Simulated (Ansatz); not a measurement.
# C3H10Si2: the cost of one run

Program: the Python package of Ansatz 0.2.0. The levels of theory stand in the script. These are calculated values, not measurements.

**1. The system**

Bond lengths: Si1–C2 1.782 Å, C2–C3 1.324 Å, C3–C4 1.613 Å, C4–Si5 1.823 Å, Si1–H6 1.448 Å, Si1–H7 1.517 Å, Si1–H8 1.528 Å, C2–H9 1.053 Å, C3–H10 1.095 Å, C4–H11 1.124 Å, C4–H12 1.057 Å, Si5–H13 1.434 Å, Si5–H14 1.535 Å, Si5–H15 1.464 Å. Angles (14 of 24 angles, heavy atoms first): Si1–C2–C3 126.0°, C2–C3–C4 122.1°, C3–C4–Si5 114.2°, Si1–C2–H9 114.3°, C3–C2–H9 119.7°, C2–Si1–H6 113.6°, C2–Si1–H7 109.9°, C2–Si1–H8 109.2°, C2–C3–H10 123.7°, C4–C3–H10 114.1°, C3–C4–H11 102.6°, C3–C4–H12 108.7°, Si5–C4–H11 111.0°, Si5–C4–H12 111.6°.

The script holds or builds the structure itself.

**2. The code**

disp_c3h10si2.py reads:

```python
import logging
import sys
import warnings

import ansatz as az
from ase import Atoms

logging.basicConfig(stream=sys.stdout, format="%(name)s: %(message)s")
log = logging.getLogger("c3h10si2")
log.setLevel(logging.INFO)

warnings.simplefilter("ignore", az.DeckWarning)

atoms = Atoms(["Si", "C", "C", "C", "Si", "H", "H", "H", "H", "H", "H", "H", "H", "H", "H"], positions=[
    [-2.4288, -0.7041, -1.3592],
    [-0.7396, -0.7315, -0.7925],
    [-0.2913, -0.2216, 0.3442],
    [1.2596, -0.3199, 0.7763],
    [2.0809, 1.2937, 0.9855],
    [-3.0202, -2.0193, -1.4854],
    [-3.2792, 0.1187, -0.4096],
    [-2.4937, 0.0075, -2.7101],
    [-0.0727, -1.2219, -1.4437],
    [-0.9294, 0.2783, 1.0801],
    [1.2078, -0.8757, 1.7516],
    [1.7686, -0.9269, 0.0761],
    [3.4197, 1.0857, 1.4552],
    [1.3577, 2.1486, 2.0347],
    [2.1388, 2.0374, -0.2738],
])
system = az.Crystal.molecule_from_ase(atoms)

base = system.calculation().basis(gaussian="def2-SVP")
for name in ["r2scan", "b3lyp"]:
    for correction in ("d3bj", "d4"):
        data = base.functional(name, dispersion=correction).run(threads=1, pin="off").report
        log.info(f"{name:8s} {correction:5s} total {data['free_energy_ev']:.5f} eV, of which dispersion {1000 * data['dispersion']['energy']['ev']:.2f} meV")
```

**3. What the engine is handed**

The engine receives this input (first run):

```yaml
crystal:
  periodic: [false, false, false]
  atoms:
    - { symbol: Si, position_ang: [-2.4288, -0.7041, -1.3592] }
    - { symbol: C, position_ang: [-0.7396, -0.7315, -0.7925] }
    - { symbol: C, position_ang: [-0.2913, -0.2216, 0.3442] }
    - { symbol: C, position_ang: [1.2596, -0.3199, 0.7763] }
    - { symbol: Si, position_ang: [2.0809, 1.2937, 0.9855] }
    - { symbol: H, position_ang: [-3.0202, -2.0193, -1.4854] }
    - { symbol: H, position_ang: [-3.2792, 0.1187, -0.4096] }
    - { symbol: H, position_ang: [-2.4937, 0.0075, -2.7101] }
    - { symbol: H, position_ang: [-0.0727, -1.2219, -1.4437] }
    - { symbol: H, position_ang: [-0.9294, 0.2783, 1.0801] }
    - { symbol: H, position_ang: [1.2078, -0.8757, 1.7516] }
    - { symbol: H, position_ang: [1.7686, -0.9269, 0.0761] }
    - { symbol: H, position_ang: [3.4197, 1.0857, 1.4552] }
    - { symbol: H, position_ang: [1.3577, 2.1486, 2.0347] }
    - { symbol: H, position_ang: [2.1388, 2.0374, -0.2738] }
basis:
  gaussian:
    orbitals: def2-SVP
hamiltonian:
  xc: r2scan
  dispersion: d3bj
```

**4. Running it**

Command:

```bash
python disp_c3h10si2.py
```

**Question.** How long does this script take on 1 thread of Intel Xeon 6975P-C (Granite Rapids), shared host, and how much memory does it need?

About 12 s, with a peak of 0.34 GiB.
